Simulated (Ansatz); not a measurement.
# Al3Cu2: the cost of one run

Method: DFT PBEsol, scalar-relativistic, plane waves, PAW, in Ansatz 0.2.0.

2 further runs of the same task are left out: 2 set aside as unsound or not needed.

### Step 1. The system as given

It takes space group I4/mcm (No. 140, tetragonal). The conventional cell has a = 5.993 Å, b = 5.993 Å, c = 4.828 Å, α = 90.00°, β = 90.00°, γ = 90.00°. Al (site symmetry m2m) is surrounded by 4 Cu at 2.56 Å and 3 Al at 2.70 to 2.86 Å. Cu (site symmetry 422) is surrounded by 2 Cu at 2.41 Å and 8 Al at 2.56 Å.

Coordinates:

```
Al Cu
1.0
    -2.99655    2.99655    2.41392
     2.99655   -2.99655    2.41392
     2.99655    2.99655   -2.41392
Al Cu
4 2
Direct
  0.15932 0.65932 0.81864
  0.65932 0.84068 0.50000
  0.84068 0.34068 0.18136
  0.34068 0.15932 0.50000
  0.75000 0.75000 0.00000
  0.25000 0.25000 0.00000
```

This cell was relaxed beforehand with the same method: volume 14.45 Å³/atom, gap on the mesh none (metal).

The bulk reference comes from a run made before at the same settings: -2546.1317 eV/atom.

### Step 2. The (100) slab

Planes are indexed in the bulk's conventional cell (I4/mcm (No. 140)), a = 5.993 Å, b = 5.993 Å, c = 4.828 Å, α = 90.00°, β = 90.00°, γ = 90.00°.

Cut from the relaxed bulk: a (100) slab, 9.0 Å thick as cut, with 15 Å of vacuum; its outer planes are Cu (top) and Cu (bottom).

The slab as cut. Layers, bottom to top:

```csv
plane,atoms per cell,height over the lowest (Å)
1,Cu2,0.00
2,Al2,0.95
3,Al2,2.04
4,Cu2,3.00
5,Al2,3.95
6,Al2,5.04
7,Cu2,5.99
8,Al2,6.95
9,Al2,8.03
10,Cu2,8.99
```

### Step 3. The slab as cut, atoms at the bulk's places

A dipole layer in the vacuum cancels the field that periodic copies would set up if the slab's two faces differ.

The input, input.yaml:

```yaml
crystal:
  lattice:
    - [4.8278486183, 0.0, 0.0]
    - [0.0, 5.9931013832, 0.0]
    - [0.0, 0.0, 23.9896520748]
  atoms:
    - { symbol: Cu, position: [0.75, 0.5, 0.3126347967] }
    - { symbol: Cu, position: [0.25, 0.5, 0.3126347967] }
    - { symbol: Al, position: [0.0, 0.1593199577, 0.3524361517] }
    - { symbol: Al, position: [0.5, 0.8406800423, 0.3524361517] }
    - { symbol: Al, position: [0.0, 0.6593199577, 0.3977435772] }
    - { symbol: Al, position: [0.5, 0.3406800423, 0.3977435772] }
    - { symbol: Cu, position: [0.25, 0.0, 0.4375449322] }
    - { symbol: Cu, position: [0.75, 0.0, 0.4375449322] }
    - { symbol: Al, position: [0.5, 0.6593199577, 0.4773462873] }
    - { symbol: Al, position: [0.0, 0.3406800423, 0.4773462873] }
    - { symbol: Al, position: [0.5, 0.1593199577, 0.5226537127] }
    - { symbol: Al, position: [0.0, 0.8406800423, 0.5226537127] }
    - { symbol: Cu, position: [0.75, 0.5, 0.5624550678] }
    - { symbol: Cu, position: [0.25, 0.5, 0.5624550678] }
    - { symbol: Al, position: [0.0, 0.1593199577, 0.6022564228] }
    - { symbol: Al, position: [0.5, 0.8406800423, 0.6022564228] }
    - { symbol: Al, position: [0.0, 0.6593199577, 0.6475638483] }
    - { symbol: Al, position: [0.5, 0.3406800423, 0.6475638483] }
    - { symbol: Cu, position: [0.25, 0.0, 0.6873652033] }
    - { symbol: Cu, position: [0.75, 0.0, 0.6873652033] }
basis:
  ecutwfc: 420
kpoints:
  mp_grid: { grid: [7, 6, 1] }
hamiltonian:
  xc: pbesol
scf:
  occupations: { method: gaussian, width: 0.1 }
output:
  forces: true
  stress: true
  eigenvalues: true
  write_density: true
  write_potential: true
  elf: true
  volumetric_format: npy
efield:
  axis: 3
  dipole_correction: true
  ramp_width: 0.04
```

Command:

```sh
$ ansatz run input.yaml --threads 2 --pin off --max-ram 5120MiB --backend cpu --events-out ev --progress --plain --runs-dir out
```

Q: Estimate wall time and peak memory on 2 threads of AMD EPYC 7R43 (Zen 3), shared host.

About 1.7 min, with a peak of 1.7 GiB.
